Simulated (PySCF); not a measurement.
# [RhO2]+: relaxation and vibrations of the quintet

Where does quintet [RhO2]+ go from a bent start, is the end point a minimum, and what are its modes, charges and moments?

Method: PBE0, basis Rh def2-TZVP with ECP28, O def2-TZVP, scalar-relativistic core potentials, no spin–orbit coupling, density fitting; program: PySCF 2.14.0.

### 1 The system as given

3 atoms, charge 1, spin multiplicity 5.

Bond lengths: Rh1–O2 1.637 Å, Rh1–O3 1.637 Å. Angles: O2–Rh1–O3 110.0°.

```xyz
3
charge 1 multiplicity 5
Rh    0.0000    0.0000    0.0000
O     1.3406    0.0000    0.9387
O    -1.3406    0.0000    0.9387
```

### 2 First SCF at the start

One driver script runs all steps and calls PySCF; scf.py shows how it sets up the SCF of each step. The optimiser is the driver's own. After this first run the driver tries any further starts and a stability analysis.

scf.py reads:

```python
from pyscf import gto, scf, dft
mol = gto.M(atom='''
Rh     0.000000     0.000000     0.000000
O      1.340600     0.000000     0.938700
O     -1.340600     0.000000     0.938700''',
    basis={'Rh': 'def2-TZVP', 'O': 'def2-TZVP'},
    ecp={'Rh': 'def2-TZVP'},
    charge=1, spin=4)
mf = dft.UKS(mol, xc='PBE0')
mf.grids.atom_grid = (50, 194)
aux = {'Rh': 'def2-universal-JKFIT', 'O': 'def2-universal-JKFIT'}
mf = mf.density_fit(auxbasis=aux)
mf.conv_tol = 1e-08
mf.diis_space = 10
mf.max_cycle = 60
mf.init_guess = 'minao'
mf.verbose = 4
mf.kernel()
```

Launch:

```sh
$ OMP_NUM_THREADS=2 python axn.py task.json out
```

Log:

```text
init E= -252.426301266942
[... the frontier-level lines of each cycle are left out ...]
cycle= 1 E= -259.883975305523  delta_E= -7.46  |g|= 1.27  |ddm|= 3.15
cycle= 2 E= -256.789266366324  delta_E= 3.09  |g|= 2.98  |ddm|= 1.99
cycle= 3 E= -260.299314401718  delta_E= -3.51  |g|= 0.516  |ddm|= 1.65
cycle= 4 E= -260.382786924201  delta_E= -0.0835  |g|= 0.216  |ddm|= 0.368
cycle= 5 E= -260.398339854332  delta_E= -0.0156  |g|= 0.0531  |ddm|= 0.116
cycle= 6 E= -260.399284470208  delta_E= -0.000945  |g|= 0.0251  |ddm|= 0.0238
cycle= 7 E= -260.399671356756  delta_E= -0.000387  |g|= 0.00463  |ddm|= 0.0243
cycle= 8 E= -260.399751402303  delta_E= -8e-05  |g|= 0.00288  |ddm|= 0.0161
cycle= 9 E= -260.399773291312  delta_E= -2.19e-05  |g|= 0.00198  |ddm|= 0.0103
cycle= 10 E= -260.399776633873  delta_E= -3.34e-06  |g|= 0.0003  |ddm|= 0.00332
cycle= 11 E= -260.399776888304  delta_E= -2.54e-07  |g|= 0.000379  |ddm|= 0.00112
cycle= 12 E= -260.399776965891  delta_E= -7.76e-08  |g|= 4.49e-05  |ddm|= 0.000485
cycle= 13 E= -260.399776967085  delta_E= -1.19e-09  |g|= 4.87e-06  |ddm|= 5.43e-05
Extra cycle  E= -260.399776967139  delta_E= -5.42e-11  |g|= 2.53e-06  |ddm|= 1.09e-05
converged SCF energy = -260.399776967139  <S^2> = 6.0209309  2S+1 = 5.0083654
```

This step, with its further starts and checks, ran for 16 s (2 threads of Intel Xeon 6975P-C (Granite Rapids), shared host).

Energies from each starting density:

```csv
start,energy (Eh)
the minimal-basis guess,-260.399777
a thermally smeared density,-260.399777
a smeared PBE density,-260.399777
```

The test of internal stability and the other starts found no lower solution of this spin.

### 3 Bent start, quintet: relaxation

The program finds C2v symmetry in the start, which this walk keeps. Threshold on the gradient: 0.0003 Eh/bohr, with a further test on the energy change.

Changes to scf.py since step 2:

```diff
@@ -3,3 +3,3 @@
-Rh     0.000000     0.000000     0.000000
-O      1.340600     0.000000     0.938700
-O     -1.340600     0.000000     0.938700''',
+Rh     0.000000     0.000000    -0.222609
+O      1.340600     0.000000     0.716091
+O     -1.340600     0.000000     0.716091''',
@@ -16 +15,0 @@
-mf.init_guess = 'minao'
```

Energy and gradient, step by step:

```csv
step,energy (Eh),change (kJ/mol),largest symmetric gradient (Eh/bohr)
0,-260.399777,0.00,0.09512
1,-260.411209,-30.02,0.00688
2,-260.411392,-30.50,0.00227
3,-260.411419,-30.57,0.00039
4,-260.411419,-30.57,0.00008
```

The walk took 14 s.

After 4 steps and 30.6 kJ/mol it ends at C2v: Rh–O 1.721 Å (×2); O–Rh–O 105.0°.

### 4 Hessian and properties

The point is checked on the finer grid, and tightened if its gradient asks for it. The Hessian and the dipole derivatives come from central differences of analytic gradients, with steps of 0.02 bohr.

Changes to scf.py since step 3:

```diff
@@ -3,3 +3,3 @@
-Rh     0.000000     0.000000    -0.222609
-O      1.340600     0.000000     0.716091
-O     -1.340600     0.000000     0.716091''',
+Rh     0.000000     0.000000    -0.247424
+O      1.366582     0.000000     0.798900
+O     -1.366582     0.000000     0.798900''',
@@ -10 +10 @@
-mf.grids.atom_grid = (50, 194)
+mf.grids.atom_grid = (75, 302)
@@ -13 +13 @@
-mf.conv_tol = 1e-08
+mf.conv_tol = 1e-10
```

This SCF starts from the last density.

SCF at the final geometry:

```text
init E= -260.41147705704
[... the frontier-level lines of each cycle are left out ...]
cycle= 1 E= -260.411477056474  delta_E= 5.66e-10  |g|= 3.99e-05  |ddm|= 2.44e-05
cycle= 2 E= -260.411477047361  delta_E= 9.11e-09  |g|= 0.000161  |ddm|= 9.59e-05
cycle= 3 E= -260.411477057058  delta_E= -9.7e-09  |g|= 8.29e-06  |ddm|= 7.62e-05
cycle= 4 E= -260.411477057085  delta_E= -2.67e-11  |g|= 5.75e-07  |ddm|= 3.99e-06
Extra cycle  E= -260.411477057086  delta_E= -1.19e-12  |g|= 7.88e-07  |ddm|= 1.2e-06
converged SCF energy = -260.411477057086  <S^2> = 6.0291958  2S+1 = 5.0116647
```

The whole step took 53 s.

Geometry: C2v; Rh–O 1.721 Å (×2); O–Rh–O 105.1°.

Modes, for the most abundant isotopes:

```json
{"symmetry": "a1", "ω (cm⁻¹)": "291", "IR (km/mol)": "8.0", "type": "bend"}
{"symmetry": "b2", "ω (cm⁻¹)": "657", "IR (km/mol)": "4.7", "type": "stretch"}
{"symmetry": "a1", "ω (cm⁻¹)": "816", "IR (km/mol)": "0.5", "type": "stretch"}
```

All wavenumbers are real: a minimum.

Properties at this point:

| Quantity | Value |
| --- | --- |
| Dipole moment about the centre of mass | 2.87 D |
| Highest occupied level | -15.64 eV |
| Lowest empty level | -12.29 eV |
| Rotational constants | 0.631, 0.2822, 0.195 cm⁻¹ |
| Zero-point energy | 10.5 kJ/mol |
| Principal polarisabilities | 17.3, 27.3, 46.0 bohr³ |
| Principal traceless quadrupole moments about the centre of mass | -1.37, 0.68, 0.69 D Å |
| Entropy at 298.15 K and 1 bar (electronic part: spin only) | 283.8 J/(mol K) |
| Heat capacity Cp at 298.15 K | 46.8 J/(mol K) |
| Enthalpy at 298.15 K above 0 K | 11.59 kJ/mol |
| Rotational symmetry number | 2 |
| Spin squared ⟨S²⟩ | 6.029 |

Populations by atom (charges in e):

```
atom  Mulliken  Löwdin  polar tensor  spin (Mulliken)  Mayer order to Rh1
 Rh1      1.34    0.95          1.24             1.71                   –
O2,3     -0.17    0.03         -0.12             1.14                1.58
```

Mulliken populations on Rh1 (outside its core potential): s 2.26, p 6.15, d 7.24, f 0.01.

### 5 Results

```
                                          quantity                             value
                                           minimum                      quintet, C2v
                                          geometry  Rh–O 1.721 Å (×2); O–Rh–O 105.1°
                                wavenumbers (cm⁻¹)      291 (a1), 657 (b2), 816 (a1)
                    dipole moment (centre of mass)                            2.87 D
highest occupied, lowest empty level (either spin)                 -15.64, -12.29 eV
                        polar-tensor charge of Rh1                           +1.24 e
                                 zero-point energy                       10.5 kJ/mol
                               entropy at 298.15 K                   283.8 J/(mol K)
                                              ⟨S²⟩                             6.029
```

The molecule stays C2v, as typed, and the end point is a minimum. The strongest infrared band lies at 291 cm⁻¹ (a1, bend). Other starts or spin states, not run here, may lie lower. One determinant may miss the lowest occupation of an open d or f shell.

The search up to here took 83 s.
